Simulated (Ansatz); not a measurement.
# ZrSbS (element-swapped structure): how the settings move a single-point run

Question: which choices in the input matter for ZrSbS (element-swapped structure)?

Program: Ansatz 0.2.0. Level of theory: reference: DFT PBE, plane waves, PAW, scalar-relativistic, no spin polarisation. These are calculated values, not measurements.

**1. The starting structure**

It takes space group P4/nmm (No. 129, tetragonal). Conventional cell: a = 3.871 Å, b = 3.871 Å, c = 8.579 Å, α = 90.00°, β = 90.00°, γ = 90.00°. Sb (site symmetry -4m2) is surrounded by 4 Sb at 2.74 Å and 4 Zr at 3.06 Å. Zr (site symmetry 4mm) is surrounded by 5 S at 2.87 to 2.96 Å and 4 Sb at 3.06 Å. Around S (site symmetry 4mm) lie 5 Zr at 2.87 to 2.96 Å.

Coordinates:

```
CELL_PARAMETERS angstrom
3.87122 0.00000 0.00000
0.00000 3.87122 0.00000
0.00000 0.00000 8.57887
ATOMIC_POSITIONS crystal
Sb 0.00000 0.00000 0.00000
Sb 0.50000 0.50000 0.00000
Zr 0.00000 0.50000 0.27700
Zr 0.50000 0.00000 0.72300
S 0.00000 0.50000 0.62200
S 0.50000 0.00000 0.37800
```

**2. The reference run**

input.yaml

```yaml
crystal:
  lattice:
    - [3.871216, 0.0, 0.0]
    - [0.0, 3.871216, 0.0]
    - [0.0, 0.0, 8.578872]
  atoms:
    - { symbol: Sb, position: [0.0, 0.0, 0.0] }
    - { symbol: Sb, position: [0.5, 0.5, 0.0] }
    - { symbol: Zr, position: [0.0, 0.5, 0.277] }
    - { symbol: Zr, position: [0.5, 0.0, 0.723] }
    - { symbol: S, position: [0.0, 0.5, 0.622] }
    - { symbol: S, position: [0.5, 0.0, 0.378] }
  symmetry: { tolerance: 0.0003 }
kpoints:
  mp_grid: { grid: [5, 5, 2], shift: [0, 0, 0] }
magnetization:
  spin_polarized: false
scf:
  occupations: { method: fermi_dirac }
hamiltonian:
  pseudopotentials: { kind: paw }
  xc: pbe
basis:
  ecutwfc: 420
output:
  forces: true
  stress: true
  eigenvalues: true
  write_density: true
  write_potential: true
  elf: true
  volumetric_format: npy
```

The run is started by

```console
$ ansatz run input.yaml --threads 1 --pin off --max-ram 2560MiB --backend cpu --events-out ev --progress --plain --runs-dir out
```

**3. Variant: scf.algorithm direct_min, ecutwfc 500 eV**

input.yaml: that of step 2 with these lines changed.

```diff
@@ -19,2 +19,3 @@
   occupations: { method: fermi_dirac }
+  algorithm: direct_min
 hamiltonian:
@@ -23,3 +24,3 @@
 basis:
-  ecutwfc: 420
+  ecutwfc: "500 eV"
 output:
```

**4. Variant: hubbard.sites [{species: Zr, l: d, u_eff: 8.0}], hubbard.double_counting fll**

input.yaml: that of step 2 with these lines changed.

```diff
@@ -22,2 +22,3 @@
   xc: pbe
+  hubbard: { sites: [{ species: Zr, l: d, u_eff: 8.0 }], double_counting: fll }
 basis:
@@ -28,5 +29 @@
   eigenvalues: true
-  write_density: true
-  write_potential: true
-  elf: true
-  volumetric_format: npy
```

**5. Changed: mp_grid.grid [2, 2, 1], xc r2scan, dispersion d3bj**

input.yaml: that of step 2 with these lines changed.

```diff
@@ -14,3 +14,3 @@
 kpoints:
-  mp_grid: { grid: [5, 5, 2], shift: [0, 0, 0] }
+  mp_grid: { grid: [2, 2, 1], shift: [0, 0, 0] }
 magnetization:
@@ -21,3 +21,4 @@
   pseudopotentials: { kind: paw }
-  xc: pbe
+  xc: r2scan
+  dispersion: d3bj
 basis:
@@ -28,5 +29 @@
   eigenvalues: true
-  write_density: true
-  write_potential: true
-  elf: true
-  volumetric_format: npy
```

**6. The same system, input altered**

input.yaml: that of step 2 with these lines changed.

```diff
@@ -19,2 +19,3 @@
   occupations: { method: fermi_dirac }
+  max_iter: 75
 hamiltonian:
@@ -24,2 +25,3 @@
   ecutwfc: 420
+  ecutrho_ratio: 2
 output:
@@ -28,5 +30 @@
   eigenvalues: true
-  write_density: true
-  write_potential: true
-  elf: true
-  volumetric_format: npy
```

(Steps that only read results are left out.)

Before running it: what results should come out? Wanted: for each run, ending; energy change; pressure; gap; force.

The runs gave:

```csv
run,ending,energy change,pressure (GPa),gap (eV),force (eV/Å),cycles,time
reference,converged,0,2.4,0.00,0.68,8,4.4 s
"1: scf.algorithm direct_min, ecutwfc 500 eV",converged,-0.7 meV/atom,2.3,0.00,0.68,7,20 s
"2: hubbard.sites [{species: Zr, l: d, u_eff: 8.0}], hubbard.double_counting fll",converged,+2.54 eV/atom (U changed: no physical gain or loss),12.6,0.00,2.22,12,6.7 s
"3: mp_grid.grid [2, 2, 1], xc r2scan, dispersion d3bj",converged,not comparable,1.2,0.00,0.50,8,3.5 s
4: ecutrho_ratio 2,converged,+0.1 meV/atom,2.3,0.00,0.68,8,4.2 s
```

Times don't compare one to one where runs were asked for different outputs or read a saved state (see the inputs); cycles may leave out searches for a lower state.

Residual by cycle in the longest SCF loop of each run; runs are numbered as in the table. The quantity is the density residual dr2, in eV.

```csv
cycle,reference,run 1,run 2,run 3,run 4
1,0.0258,0.024,3.15,0.898,0.0258
2,0.00895,0.0149,1.14,0.0429,0.00897
3,5.6e-4,0.00343,0.182,0.0105,5.6e-4
4,2.3e-4,7.6e-5,0.092,6.0e-4,2.3e-4
5,2.7e-5,4.1e-6,0.158,2.8e-5,2.7e-5
6,2.6e-6,8.8e-8,0.0708,1.6e-6,2.4e-6
7,1.4e-7,3.1e-9,0.00626,1.7e-7,1.4e-7
8,1.3e-8,-,3.4e-4,3.9e-9,1.1e-8
9,-,-,3.5e-5,-,-
10,-,-,5.3e-6,-,-
11,-,-,4.3e-7,-,-
12,-,-,5.6e-8,-,-
```

What this shows: Of the converged runs whose energies compare with the reference's, «scf.algorithm direct_min, ecutwfc 500 eV» moves the energy most (-0.7 meV/atom). Runs 3 and 4 ran under the cutoff that the potentials recommend, as the log warns, so basis error is mixed into their values. A changed U is a change of model: its shifts are not errors of convergence.

The reference has limits of its own: its mesh is coarse for a cell with so small a gap or none; the structure is made up and not relaxed.
